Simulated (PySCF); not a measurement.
# C2H8AlAsO: the cost of one run

Programs: PySCF 2.14.0, with routines of our own; each step states its level. All values are computed. Atoms count from 0.

## 1. The starting structure

13 atoms, charge 0, multiplicity 1; geometry from: GFN2-xTB.

## 2. Geometry optimisation at PBE0-D3(BJ)/def2-SVP

What the job is given:

```
{"job": {"xc": "PBE0", "basis": "def2-SVP", "d3": "d3bj", "grid": 1, "maxiter": 30, "shake": 0.01, "kind": "geom"}, "charge": 0, "multiplicity": 1}
O      1.177330    -0.593840     0.346870
C      1.968880     0.108370    -0.479280
C      1.572590     1.175210    -1.169290
Al     0.022730    -1.262150     1.291210
As    -2.008590     0.254630     0.418050
H      2.980510    -0.276430    -0.539400
H      0.588580     1.545410    -1.075680
H      2.284320     1.706720    -1.813950
H     -0.716380    -2.522150     0.744320
H     -0.020350    -0.959940     2.814780
H     -3.372400    -0.343390     0.568170
H     -2.597260     1.498190    -0.189000
H     -1.874140    -0.347530    -0.927130
```

Command:

```sh
> OMP_NUM_THREADS=1 python heavy_run.py task.json out
```

One launch serves the whole session: the jobs run in the order shown.

**Question.** How long does this first job take on 1 thread of Arm Neoverse V1, shared host, and how much memory does it need?

About 3.5 min, with a peak of 0.56 GiB.
